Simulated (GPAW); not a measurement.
# NbCu (I4/mmm) in GPAW: a series of runs

One crystal, NbCu, is run at these levels: PBE; tasks: band structure.

Program: GPAW 26.7.0. These are calculated values, not measurements. Logs are shortened: lines on timing, memory, paths and dates and some standing lists are left out, and cuts for length are marked. The log counts tension as positive stress, the text compression.

## (1) The crystal as given

The structure is tetragonal, space group I4/mmm (No. 139). Conventional cell: a = 3.406 Å, b = 3.406 Å, c = 5.799 Å, α = 90.00°, β = 90.00°, γ = 90.00°. Around Nb (site symmetry 4/mmm) lie 4 Cu at 2.41 Å. Around Cu (site symmetry 4/mmm) lie 4 Nb at 2.41 Å.

The cell was built by a generator and needn't be a form met in nature.

## (2) Band structure, PBE, 16.82 Å³/atom

run.py reads:

```python
from ase.dft.bandgap import bandgap
from ase.io import read, write
from ase.units import GPa
from gpaw import GPAW, PW

atoms = read('NbCu.xyz')

calc = GPAW(mode=PW(600),
            xc='PBE',
            kpts={'size': (9, 9, 9), 'gamma': True},
            occupations={'name': 'fermi-dirac', 'width': 0.05},
            nbands=24,
            convergence={'density': 1e-05, 'energy': 1e-05},
            maxiter=150,
            txt='gpaw.txt')
atoms.calc = calc
energy = atoms.get_potential_energy()
forces = atoms.get_forces()
stress = atoms.get_stress()
calc.write('gs.gpw')
write('result.traj', atoms)
print(f'Energy: {energy:.6f} eV')
print('Forces (eV/A):')
print(forces.round(4))
print('Stress (GPa):', (stress / GPa).round(3))
print('Fermi level:', round(calc.get_fermi_level(), 4), 'eV')
print(f'Gap: {bandgap(calc)[0]:.4f} eV, direct: {bandgap(calc, direct=True)[0]:.4f} eV')

path = atoms.cell.bandpath('GXYSGZS1NPY1Z,XP', npoints=100, eps=1e-4)
bs_calc = calc.fixed_density(kpts=path, symmetry='off', nbands=35,
                             convergence={'bands': 'CBM+6.0', 'eigenstates': 1e-6}, txt='bands.txt')
bs = bs_calc.band_structure()
bs.write('bs.json')
print(f'Gap on the path: {bandgap(bs_calc)[0]:.4f} eV')
```

NbCu.xyz reads:

```xyz
2
Lattice="0.0000000000 2.4084774000 2.8997397012 2.4084774000 0.0000000000 2.8997397012 2.4084774000 2.4084774000 0.0000000000" Properties=species:S:1:pos:R:3 pbc="T T T"
Nb     0.0000000000      0.0000000000      0.0000000000
Cu     2.4084774000      2.4084774000      2.8997397012
```

Potentials or basis: GPAW PAW data sets (gpaw-data 1.2.1), pw.

Launch:

```console
> OMP_NUM_THREADS=1 python run.py
```

gpaw.txt:

```text
__  _  _
 | _ |_)|_||  |
 |__||  | ||/\| - 26.7.0

Input parameters:
  mode=PW(ecut=600.0),
  convergence={'density': 1e-05, 'energy': 1e-05},
  kpts=MonkhorstPack(size=(9, 9, 9), gamma=True),
  maxiter=150,
  nbands=24,
  occupations=Occupations(name='fermi-dirac', width=0.05),
  xc=XC(name='PBE')

Diagonalizing LCAO Hamiltonian
Converting LCAO to pw mode

               Cu

       Nb

Atoms  # Å, Bohr magnetons
|   | symbol |        x |        y |        z |    initial magnetic moments |
|---|--------|----------|----------|----------|-----------------------------|
| 0 |     Nb | 0.000000 | 0.000000 | 0.000000 | ( 0.0000,  0.0000,  0.0000) |
| 1 |     Cu | 2.408477 | 2.408477 | 2.899740 | ( 0.0000,  0.0000,  0.0000) |

Unit cell  # Å
| periodic |        x |        y |        z |  lengths |    angles |
|----------|----------|----------|----------|----------|-----------|
|      yes | 0.000000 | 2.408477 | 2.899740 | 3.769516 | 63.141057 |
|      yes | 2.408477 | 0.000000 | 2.899740 | 3.769516 | 63.141057 |
|      yes | 2.408477 | 2.408477 | 0.000000 | 3.406101 | 53.717885 |

Number of symmetries: 16
Symmetry operations  # r_c * U_cc + t_c -> r_c
|    | kind |            matrix            |
|----|------|------------------------------|
|  0 |  σ   |  1, 0, 0,  1, 0,-1,  1,-1, 0 |
|  1 |  E   |  1, 0, 0,  0, 1, 0,  0, 0, 1 |
|  2 |  C4  |  1, 0,-1,  1, 0, 0,  1,-1, 0 |
|  3 |  σ   |  1, 0,-1,  0, 1,-1,  0, 0,-1 |
|  4 |  σ   |  0, 1, 0,  1, 0, 0,  0, 0, 1 |
|  5 |  C4  |  0, 1, 0,  0, 1,-1, -1, 1, 0 |
|  6 |  C2  |  0, 1,-1,  1, 0,-1,  0, 0,-1 |
|  7 |  σ   |  0, 1,-1,  0, 1, 0, -1, 1, 0 |
|  8 |  C2  |  0,-1, 1,  0,-1, 0,  1,-1, 0 |
|  9 |  σ   |  0,-1, 1, -1, 0, 1,  0, 0, 1 |
| 10 |  S4  |  0,-1, 0,  0,-1, 1,  1,-1, 0 |
| 11 |  C2  |  0,-1, 0, -1, 0, 0,  0, 0,-1 |
| 12 |  C2  | -1, 0, 1,  0,-1, 1,  0, 0, 1 |
| 13 |  S4  | -1, 0, 1, -1, 0, 0, -1, 1, 0 |
| 14 |  i   | -1, 0, 0,  0,-1, 0,  0, 0,-1 |
| 15 |  C2  | -1, 0, 0, -1, 0, 1, -1, 1, 0 |

BZ-sampling:
  Number of BZ points: 729
  Number of IBZ points: 75

  Monkhorst-Pack size: [9, 9, 9]
  Monkhorst-Pack shift: [0, 0, 0]

K-points  # in reciprocal-cell coordinates
|     |                                coordinates |     weight |
|-----|--------------------------------------------|------------|
|   0 | (  0.00000000,   0.00000000,   0.00000000) | 0.00137174 |
|   1 | (  0.11111111,   0.00000000,   0.11111111) | 0.00548697 |
|   2 | (  0.11111111,   0.11111111,   0.00000000) | 0.00274348 |
|   3 | (  0.11111111,   0.11111111,   0.11111111) | 0.01097394 |
|   4 | (  0.11111111,   0.11111111,   0.22222222) | 0.00548697 |
|   5 | (  0.22222222,   0.00000000,   0.22222222) | 0.00548697 |
|   6 | (  0.22222222,   0.11111111,   0.11111111) | 0.01097394 |
|   7 | (  0.22222222,   0.11111111,   0.22222222) | 0.02194787 |
|   8 | (  0.22222222,   0.11111111,   0.33333333) | 0.01097394 |
|   9 | (  0.22222222,   0.22222222,   0.00000000) | 0.00274348 |
| ... |                                            |            |
|  74 | (  0.44444444,   0.44444444,   0.44444444) | 0.01097394 |

Plane wave coefficients: 1143
Cutoff: 600.0 eV

Spin-components: 1 (collinear spins)
Bands:           24
Projectors:      12
Spin-degeneracy: 2
Datatype:        complex128

Parallelization:
  kpt:    1
  domain: 1
  band:   1

Density:
  Valence electrons: 24.0
  Components: 1
  Grid points: [24 24 24]
  Charge: 0.0  # |e|

Potential:
  Grid points: [24 24 24]

species:
  Nb:
    name:    Niobium
    Z:       41.0
    valence: 13
    core:    28
    charge:  0.0  # [|e|]
    compensation charges:
      type: gauss
      rc: 0.40  # [Å]
      lmax: 2
    cutoffs:
      filter: 2.35  # [Å]
      core: 1.51  # [Å]
    projectors
    | kind |    occ | energy [eV] | rcut [Å] |
    |------|--------|-------------|----------|
    |   4s |  2.000 |     -58.361 |    1.323 |
    |   5s |  1.000 |      -3.980 |    1.323 |
    |   4p |  6.000 |     -34.526 |    1.323 |
    |   5p |  0.000 |      -1.111 |    1.323 |
    |   4d |  4.000 |      -3.041 |    1.244 |
    |    d |        |      24.171 |    1.244 |

    Using partial waves for Nb as LCAO basis

  Cu:
    name:    Copper
    Z:       29.0
    valence: 11
    core:    18
    charge:  0.0  # [|e|]
    compensation charges:
      type: gauss
      rc: 0.33  # [Å]
      lmax: 2
    cutoffs:
      filter: 2.06  # [Å]
      core: 2.43  # [Å]
    projectors
    | kind |    occ | energy [eV] | rcut [Å] |
    |------|--------|-------------|----------|
    |   4s |  1.000 |      -4.609 |    1.164 |
    |   4p |  0.000 |      -0.698 |    1.164 |
    |   3d | 10.000 |      -5.039 |    1.058 |
    |    s |        |      22.603 |    1.164 |
    |    p |        |      26.513 |    1.164 |
    |    d |        |      22.172 |    1.058 |

    Using partial waves for Cu as LCAO basis

Reference energy: -148927.599630  # eV

eigensolver:
  PPCG
  Converge bands: occupied
  niter=2

density mixing:
  MSR1-Mixer
  Pratt-step length: 0.05
  Maximum mixing coefficient: 0.75
  Old densities: 10
  SVD Regularization: 0.005
  Good broyden scale: 1.0
  Trust region scale: 1.0
  Backstep threshold: 4.0
  History deletion threshold: 6.0
  Fourier metric: weight=20.0, sigma=0.015

occupation numbers:
  Fermi-Dirac:
    width: 0.0500  # eV

poisson solver:
  ecut: 4800.0  # eV

xc functional:
  name: PBE with 2 nearest neighbor stencil

convergence criteria:
- Maximum integral of absolute [dens]ity change: 1e-05 electrons / valence electron
- Maximum [total energy] change in last 3 cyles: 1e-05 eV / valence electron
- Maximum integral of absolute [eigenst]ate change: 4e-08 eV^2 / valence electron
maximum number of iterations: 150

SCF iterations
|iter     | |      energy | eigst |  dens |
|---------|-|-------------|-------|-------|
|iter:   1| |  -14.317844 | +0.10 |       |
|iter:   2| |  -13.364550 | -2.06 | -0.86 |
|iter:   3| |  -12.353200 | -1.89 | -0.96 |
|iter:   4| |  -11.985203 | -1.89 | -1.21 |
|iter:   5| |  -11.977823 | -3.62 | -1.84 |
|iter:   6| |  -11.970253 | -3.35 | -1.93 |
|iter:   7| |  -11.969581 | -4.95 | -2.63 |
|iter:   8| |  -11.969516 | -5.71 | -3.07 |
|iter:   9| |  -11.969517c| -7.48c| -3.94 |
|iter:  10| |  -11.969518c| -7.89c| -4.35 |
|iter:  11| |  -11.969518c| -9.21c| -5.27c|

Converged in 11 steps
Energy contributions relative to reference atoms: (reference = -148927.599630)

Energy contributions:
  Kinetic:         -16.123565
  Coulomb:           8.891641
  Zero:              0.010013
  External:          0.000000
  Xc:               -4.732357
  Entropy:          -0.030502
  Spinorbit:         0.000000
  ----------------------------
  Free energy:     -11.984769
  Extrapolated:    -11.969518

dipole moment: (-17.614595, -17.614595, -21.207481)  # |e|*Ang

Fermi level: 8.772
Eigenvalues  # (at kpt = [0.000, 0.000, 0.000])
| band index |      eig [eV] | occ [0-2] |
|------------|---------------|-----------|
|          0 |       -46.410 |     2.000 |
|        ... |               |           |
|          2 |       -22.401 |     2.000 |
|          3 |       -22.401 |     2.000 |
|          4 |         1.633 |     2.000 |
|          5 |         3.632 |     2.000 |
|          6 |         3.810 |     2.000 |
|          7 |         4.405 |     2.000 |
[... 8 lines left out ...]
|         16 |        18.157 |     0.000 |
|         17 |        18.157 |     0.000 |
|        ... |               |           |
|         23 |        28.341 |     0.000 |

No gap
No difference between direct/indirect transitions

Forces  # eV/Ang
|        x |       y |        z |
|----------|---------|----------|
|  0.00000 | 0.00000 |  0.00000 |  # Nb   0
| -0.00000 | 0.00000 | -0.00000 |  # Cu   1

Stress tensor  # eV/Ang^3
|         x |         y |        z |
|-----------|-----------|----------|
| -0.142017 |  0.000000 | 0.000000 |
|  0.000000 | -0.142017 | 0.000000 |
|  0.000000 |  0.000000 | 0.137683 |

# Writing to gs.gpw (mode='')
```

It took 97 s on 1 thread of Arm Neoverse V2, shared host; peak memory 0.31 GiB.

Results:

- Free energy: -11.9848 eV
- Pressure: 7.8 GPa
- Band gap along the path: none (metal or under the smearing width)

Caveat: with this Cu data set, volumes or pressures lay over 1.5 % or 2 GPa off other programs in two to four cells of ten; the density grid can change from cell to cell, which puts small steps into energies and stress.

## (3) Band structure, PBE, 16.82 Å³/atom

run.py is that of step 2.

NbCu.xyz reads:

```xyz
2
Lattice="0.0000000000 2.4597216000 2.7801757812 2.4597216000 0.0000000000 2.7801757812 2.4597216000 2.4597216000 0.0000000000" Properties=species:S:1:pos:R:3 pbc="T T T"
Nb     0.0000000000      0.0000000000      0.0000000000
Cu     2.4597216000      2.4597216000      2.7801757812
```

Potentials or basis: GPAW PAW data sets (gpaw-data 1.2.1), pw.

Launch:

```console
> OMP_NUM_THREADS=1 python run.py
```

Wall time 79 s (1 thread of Arm Neoverse V2, shared host); peak memory 0.3 GiB.

It converged, with:

```yaml
Free_energy: -12.3184 eV
Pressure: 3.3 GPa
Band_gap_along_the_path: none (metal or under the smearing width)
```

Caveat: with this Cu data set, volumes or pressures lay over 1.5 % or 2 GPa off other programs in two to four cells of ten; the density grid can change from cell to cell, which puts small steps into energies and stress.
